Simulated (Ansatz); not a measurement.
# SnSe2: relaxation

Aim: relax the structure. Runs: cell and atoms relaxed (PAW); cell relaxed at 2 GPa (PAW); cell relaxed at 4 GPa (PAW); cell relaxed at 7 GPa (PAW); cell relaxed at 10 GPa (PAW); cell relaxed at 15 GPa (PAW).

Method: DFT PBEsol, frozen-core PAW, scalar-relativistic unless said, in Ansatz 0.2.0.

7 further runs of the same task are left out: 1 that didn't finish, 6 set aside as unsound or not needed.

### 1 The starting structure

The structure is trigonal, space group P-3m1 (No. 164). Conventional cell: a = 3.811 Å, b = 3.811 Å, c = 6.136 Å, α = 90.00°, β = 90.00°, γ = 120.00°. Sn (site symmetry -3m) has 6 Se at 2.68 Å as nearest neighbours. Around Se (site symmetry 3m) lie 3 Sn at 2.68 Å.

Coordinates:

```cif
data_structure
_symmetry_space_group_name_H-M 'P 1'
_symmetry_Int_Tables_number 1
_cell_length_a 3.8110
_cell_length_b 3.8110
_cell_length_c 6.1360
_cell_angle_alpha 90.000
_cell_angle_beta 90.000
_cell_angle_gamma 120.000
_cell_volume 77.18
loop_
_atom_site_label
_atom_site_type_symbol
_atom_site_fract_x
_atom_site_fract_y
_atom_site_fract_z
_atom_site_occupancy
Sn1 Sn 0.00000 0.00000 0.00000 1
Se1 Se 0.33333 0.66667 0.24900 1
Se2 Se 0.66667 0.33333 0.75100 1
```

Cartesian axes are those of the input's lattice vectors. The structure goes back to a database entry.

### 2 Cell and atoms relaxed, PAW

Contents of input.yaml:

```yaml
crystal:
  lattice:
    - [3.81099999999, 0.0, 0.0]
    - [-1.9055, 3.30042281381, 0.0]
    - [0.0, 0.0, 6.136]
  atoms:
    - { symbol: Sn, position: [0.0, 0.0, 0.0] }
    - { symbol: Se, position: [0.333333333333, 0.666666666667, 0.249] }
    - { symbol: Se, position: [0.666666666667, 0.333333333333, 0.751] }
kpoints:
  mp_grid: { grid: [12, 12, 6] }
scf:
  occupations: { method: fermi_dirac, width: 0.1 }
hamiltonian:
  xc: pbesol
  pseudopotentials: { kind: paw }
relax:
  f_tol: 0.002
  max_steps: 80
  cell: {}
output:
  forces: true
  stress: true
  write_density: true
  write_potential: true
  elf: true
  volumetric_format: npy
```

The run is started by

```sh
$ ansatz run input.yaml --threads 1 --pin off --max-ram 3072MiB --backend cpu --events-out ev --progress --plain --runs-dir out
```

### 4 Cell relaxed at 2 GPa, PAW

Contents of input.yaml:

```yaml
crystal:
  lattice:
    - [3.81894195255, 0.0, 0.0]
    - [-1.90947097628, 3.30730074649, 0.0]
    - [0.0, 0.0, 6.13946536052]
  atoms:
    - { symbol: Sn, position: [0.0, 0.0, 0.0] }
    - { symbol: Se, position: [0.333333333333, 0.666666666667, 0.258467434188] }
    - { symbol: Se, position: [0.666666666667, 0.333333333333, 0.741532565812] }
kpoints:
  mp_grid: { grid: [8, 8, 4] }
scf:
  occupations: { method: fixed }
hamiltonian:
  xc: pbesol
  pseudopotentials: { kind: paw }
relax:
  f_tol: 0.002
  max_steps: 80
  cell: { p_target: 2 }
output:
  forces: true
  stress: true
```

### 6 Cell relaxed at 4 GPa, PAW

input.yaml: that of step 4 with these lines changed.

```diff
@@ -19,3 +19,3 @@
   max_steps: 80
-  cell: { p_target: 2 }
+  cell: { p_target: 4 }
 output:
@@ -23 +23,5 @@
   stress: true
+  write_density: true
+  write_potential: true
+  elf: true
+  volumetric_format: npy
```

### 8 Cell relaxed at 7 GPa, PAW

input.yaml: that of step 6 with these lines changed.

```diff
@@ -19,3 +19,3 @@
   max_steps: 80
-  cell: { p_target: 4 }
+  cell: { p_target: 7 }
 output:
```

### 10 Cell relaxed at 10 GPa, PAW

input.yaml: that of step 8 with these lines changed.

```diff
@@ -19,3 +19,3 @@
   max_steps: 80
-  cell: { p_target: 7 }
+  cell: { p_target: 10 }
 output:
@@ -23,5 +23 @@
   stress: true
-  write_density: true
-  write_potential: true
-  elf: true
-  volumetric_format: npy
```

### 12 Cell relaxed at 15 GPa, PAW

input.yaml: that of step 10 with these lines changed.

```diff
@@ -19,3 +19,3 @@
   max_steps: 80
-  cell: { p_target: 10 }
+  cell: { p_target: 15 }
 output:
```

(Steps that only read results are left out.)

Before running it: what results should come out? Wanted: cell; volume.

The runs gave:

| quantity | value |
| --- | --- |
| cell | a = 3.819 Å, b = 3.819 Å, c = 6.139 Å, α = 90.00°, β = 90.00°, γ = 120.00° |
| volume | 25.848 Å³/atom |

What this shows: The volume changes by +0.5 %. Cautions: frozen-core PAW files fitted under PBE, their cores solved anew for the functional of the run; no dispersion correction, so the spacing and stiffness between layers or molecules are poor.
